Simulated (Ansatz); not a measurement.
# GeH3Br + HF: a complex and its separated parts

The complex below is one end of an elementary step. How strongly is it bound against its free parts?

The runs use Ansatz 0.2.0, Gaussian basis; PBE0-D4/def2-TZVP structures, single points in def2-TZVPP, no counterpoise correction.

Levels: SPW92, PBE-D4, BLYP-D4, r2SCAN-D4, B97M-V, PBE0-D4, B3LYP-D4, r2SCAN0-D4, BHLYP-D4, CAM-B3LYP-D4, wB97X-V, wB97M-V, B2PLYP, PBE-QIDH, RPA on PBE, Hartree-Fock, MP2, CCSD, CCSD(T).

Correlated methods freeze the cores. Filled d shells of the heavier atoms are correlated. B3LYP uses VWN-RPA correlation. B2PLYP carries no dispersion term here.

94 further runs of the same task are left out: 94 set aside as unsound or not needed. Runs told in other sessions of the task aren't counted.

### 1 Starting geometry

The complex: 7 atoms, charge 0, spin multiplicity 1.

Atoms are counted from 1 here; the program's logs count them from 0.

Bond lengths: Ge1–Br2 2.332 Å, Ge1–H3 1.527 Å, Ge1–H4 1.530 Å, Ge1–H5 1.530 Å, H6–F7 0.930 Å. Angles: Br2–Ge1–H3 106.1°, Br2–Ge1–H4 105.9°, Br2–Ge1–H5 105.9°, H3–Ge1–H4 113.0°, H3–Ge1–H5 113.0°, H4–Ge1–H5 112.2°.

Geometry (Å):

```
Ge   -0.88774    0.49051   -0.42226
Br    0.48927    0.95916    1.40029
H    -0.36851   -0.81448   -1.02195
H    -2.30340    0.36613    0.14380
H    -0.74773    1.68153   -1.37183
H     1.75116   -0.95647    0.84396
F     2.06695   -1.72638    0.42799
```

Its parts: GeH3Br holds atoms 1, 2, 3, 4, 5; HF holds atoms 6, 7. Each part counts its atoms afresh in its own runs.

### 2 Relaxing GeH3Br alone

relax-a/in.yaml

```yaml
crystal:
  periodic: [false, false, false]
  atoms:
    - {symbol: Ge, position_ang: [-0.887740, 0.490512, -0.422259]}
    - {symbol: Br, position_ang: [0.489274, 0.959160, 1.400288]}
    - {symbol: H, position_ang: [-0.368514, -0.814482, -1.021948]}
    - {symbol: H, position_ang: [-2.303398, 0.366133, 0.143800]}
    - {symbol: H, position_ang: [-0.747730, 1.681530, -1.371832]}
basis:
  gaussian: {orbitals: def2-TZVP}
hamiltonian: {xc: pbe0, dispersion: d4}
relax: {f_tol: 0.005, max_steps: 200}
```

Run with:

```
$ ansatz run in.yaml --threads 4 --pin off --events-out ev --progress --plain --max-ram 9574MiB
```

After this run come: Relaxing HF alone; SPW92/def2-TZVPP; PBE-D4/def2-TZVPP; BLYP-D4/def2-TZVPP; r2SCAN-D4/def2-TZVPP; B97M-V/def2-TZVPP; PBE0-D4/def2-TZVPP; B3LYP-D4/def2-TZVPP; r2SCAN0-D4/def2-TZVPP; BHLYP-D4/def2-TZVPP; CAM-B3LYP-D4/def2-TZVPP; wB97X-V/def2-TZVPP; wB97M-V/def2-TZVPP; B2PLYP/def2-TZVPP; PBE-QIDH/def2-TZVPP; RPA on PBE/def2-TZVPP; CCSD(T)/def2-TZVPP; Vibrations of GeH3Br; Vibrations of HF.

Q: Predict the outcome of this session. Wanted: complex less parts, CCSD(T)/def2-TZVPP; with zero-point energy; largest T1 diagnostic.

As calculated:

| quantity | value |
| --- | --- |
| complex less parts, CCSD(T)/def2-TZVPP | -16.4 kJ/mol |
| with zero-point energy | -11.6 kJ/mol |
| largest T1 diagnostic | 0.009 |

In words: At CCSD(T) the complex lies 16.4 kJ/mol below its parts. The functionals run from B2PLYP, off by 0.0 kJ/mol, to SPW92, off by -16.2 kJ/mol, against CCSD(T). By rung, the mean size of the error is: LDA 16.2, GGA 6.1, meta-GGA 2.8, hybrid 3.3, range-separated hybrid 3.5, double hybrid 0.2 kJ/mol. The double hybrids carry no dispersion term here, unlike the levels marked D4 or V. PBE-D4 gives a relative energy 7.0 kJ/mol too low, outside chemical accuracy (1 kcal/mol, 4.2 kJ/mol). The complex's frequency run has imaginary modes: the structure is no minimum, so both the energy and the zero-point correction are in doubt. No counterpoise was applied, and triple zeta lacks some correlation, so the CCSD(T) reference has a basis error of its own, and close matches with it are partly luck.
